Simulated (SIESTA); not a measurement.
A run of SIESTA 5.4.2:

Contents of MgTiNbO4.fdf:

```
SystemName                      MgTiNbO4
SystemLabel                     MgTiNbO4
NumberOfSpecies                 4
NumberOfAtoms                   7
%block ChemicalSpeciesLabel
  1  41 Nb
  2  22 Ti
  3  12 Mg
  4   8 O
%endblock ChemicalSpeciesLabel

LatticeConstant                 1.0 Ang
%block LatticeVectors
    -1.9015003216     2.1225077812     4.9830607053
     1.9015003216    -2.1225077812     4.9830607053
     1.9015003216     2.1225077812    -4.9830607053
%endblock LatticeVectors
AtomicCoordinatesFormat         Fractional
%block AtomicCoordinatesAndAtomicSpecies
     0.0336090000     0.0340160000     0.0144450000  1  Nb
     0.7045260000     0.2165010000     0.4870800000  2  Ti
     0.3153950000     0.8260360000     0.5107720000  3  Mg
     0.7842130000     0.7937050000     0.0182240000  4  O
     0.9422760000     0.4454180000     0.4823390000  4  O
     0.2314000000     0.2287200000    -0.0184670000  4  O
     0.5145440000     0.0081420000     0.4906560000  4  O
%endblock AtomicCoordinatesAndAtomicSpecies

%block kgrid.MonkhorstPack
    9   0   0  0.0
    0   9   0  0.0
    0   0   9  0.0
%endblock kgrid.MonkhorstPack
XC.Functional                   GGA
XC.Authors                      PBEsol
PAO.BasisSize                   DZP
PAO.EnergyShift                 0.003 Ry
Mesh.Cutoff                     800 Ry
OccupationFunction              FD
ElectronicTemperature           0.05 eV
MaxSCFIterations                120
SCF.MustConverge                false
SCF.Mixer.Method                Pulay
SCF.Mixer.Weight                0.25
SCF.Mixer.History               8
SCF.DM.Tolerance                5.0e-05
SCF.H.Tolerance                 1.0e-03 eV
WriteForces                     true
Charge.Mulliken                 end
%block PAO.Basis
  Nb 5
  n=4 0 2
    3.366 0.000
  n=5 0 2
    9.113 0.000
  n=4 1 2
    3.905 0.000
  n=5 1 1
    9.113
  n=4 2 2
    7.312 0.000
  Ti 5
  n=3 0 2
    3.151 0.000
  n=4 0 2
    8.703 0.000
  n=3 1 2
    3.568 0.000
  n=4 1 1
    8.703
  n=3 2 2
    6.267 0.000
  Mg 4
  n=2 0 2
    2.604 0.000
  n=3 0 2
    8.229 0.000
  n=2 1 2
    2.943 0.000
  n=3 1 1
    8.229
%endblock PAO.Basis
```

Potentials or basis: PseudoDojo 0.4 standard (PBEsol files), DZP (energy shift 0.003 Ry; two zetas on semicore shells).

Command:

```console
$ siesta MgTiNbO4.fdf > MgTiNbO4.out 2>&1
```

Hardware: 1 thread of Intel(R) Xeon(R) 6975P-C (Granite Rapids), with other jobs on the host.

Question: How long does it take, and how much memory?

Answer: Run time: 3.1 min on 1 thread of Intel(R) Xeon(R) 6975P-C (Granite Rapids), with other jobs on the host, peak memory 0.62 GiB. Counts: scf iterations 13, k points 365, bands 111.
